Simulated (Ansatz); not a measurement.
# Te: the cost of one run

Computed with Ansatz 0.2.0 (the levels named in each step, unless a step's input says otherwise).

**1. Starting point**

Coordinates:

```xyz
1

Te    0.0000    0.0000    0.0000
```

**2. Single point, PBE0/def2-TZVPPD**

The input, input.yaml:

```yaml
crystal:
  periodic: [false, false, false]
  atoms:
    - { symbol: Te, position_ang: [0.0, 0.0, 0.0] }
magnetization:
  spin_polarized: true
  initial_magnetization: 2
basis:
  gaussian: { orbitals: def2-TZVPPD.json }
hamiltonian:
  xc: pbe0
```

On the command line:

```bash
$ ansatz run input.yaml --threads 2 --pin off --max-ram 5120MiB --backend cpu --events-out ev --progress --plain --runs-dir out
```

**Question.** How long does this run take on 2 threads of Intel Xeon at 2.50GHz (Skylake/Cascade Lake), shared host, and how much memory does it need?

About 3.4 s, with a peak of 0.1 GiB.
